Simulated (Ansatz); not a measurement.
# C4H9NSi: the cost of one run

Program: Ansatz 0.2.0. Level of theory: RKS PBE0-D4/6-31G*. These are calculated values, not measurements.

### 1 Starting point

Bond lengths: C1–C2 1.394 Å, C2–C3 1.498 Å, C3–Si4 1.996 Å, C3–N5 1.270 Å, N5–C6 1.470 Å, C1–H7 1.059 Å, C1–H8 1.038 Å, C2–H9 1.111 Å, Si4–H10 1.452 Å, Si4–H11 1.501 Å, Si4–H12 1.464 Å, C6–H13 1.136 Å, C6–H14 1.109 Å, C6–H15 1.064 Å. Angles (14 of 22 angles, heavy atoms first): C1–C2–C3 127.3°, C2–C3–Si4 119.7°, C2–C3–N5 128.2°, Si4–C3–N5 111.9°, C3–N5–C6 120.0°, C1–C2–H9 118.5°, C3–C2–H9 114.2°, C2–C1–H7 122.6°, C2–C1–H8 116.7°, C3–Si4–H10 109.8°, C3–Si4–H11 105.1°, C3–Si4–H12 111.7°, N5–C6–H13 111.6°, N5–C6–H14 113.1°.

Coordinates:

```xyz
15

C     0.0431   -2.2627    0.3597
C    -0.4198   -0.9543    0.4908
C     0.1131    0.2686   -0.1903
Si    1.6950    0.1192   -1.3977
N    -0.2601    1.4736   -0.0441
C    -1.3734    1.7940    0.8610
H     0.8393   -2.5249   -0.2879
H    -0.4679   -2.9942    0.8901
H    -1.2450   -0.7541    1.2068
H     2.7969   -0.5059   -0.6889
H     1.2575   -0.7960   -2.5035
H     2.0763    1.4197   -1.9526
H    -2.3430    1.3113    0.5194
H    -1.1720    1.5139    1.9147
H    -1.5618    2.8412    0.8520
```

### 2 Relaxing end A

input.yaml

```yaml
crystal:
  periodic: [false, false, false]
  atoms:
    - { symbol: C, position_ang: [0.0431, -2.2627, 0.3597] }
    - { symbol: C, position_ang: [-0.4198, -0.9543, 0.4908] }
    - { symbol: C, position_ang: [0.1131, 0.2686, -0.1903] }
    - { symbol: Si, position_ang: [1.695, 0.1192, -1.3977] }
    - { symbol: "N", position_ang: [-0.2601, 1.4736, -0.0441] }
    - { symbol: C, position_ang: [-1.3734, 1.794, 0.861] }
    - { symbol: H, position_ang: [0.8393, -2.5249, -0.2879] }
    - { symbol: H, position_ang: [-0.4679, -2.9942, 0.8901] }
    - { symbol: H, position_ang: [-1.245, -0.7541, 1.2068] }
    - { symbol: H, position_ang: [2.7969, -0.5059, -0.6889] }
    - { symbol: H, position_ang: [1.2575, -0.796, -2.5035] }
    - { symbol: H, position_ang: [2.0763, 1.4197, -1.9526] }
    - { symbol: H, position_ang: [-2.343, 1.3113, 0.5194] }
    - { symbol: H, position_ang: [-1.172, 1.5139, 1.9147] }
    - { symbol: H, position_ang: [-1.5618, 2.8412, 0.852] }
basis:
  gaussian: { orbitals: "6-31G*" }
hamiltonian:
  xc: pbe0
  dispersion: d4
relax:
  f_tol: 0.015
  max_steps: 40
output:
  orbitals: {}
```

Command:

```console
ansatz run input.yaml --threads 2 --pin off --max-ram 3072MiB --backend cpu --events-out ev --progress --plain --runs-dir out
```

**Question.** How long does this run take on 2 threads of Arm Neoverse N1, shared host, and how much memory does it need?

About 60 s, with a peak of 0.27 GiB.
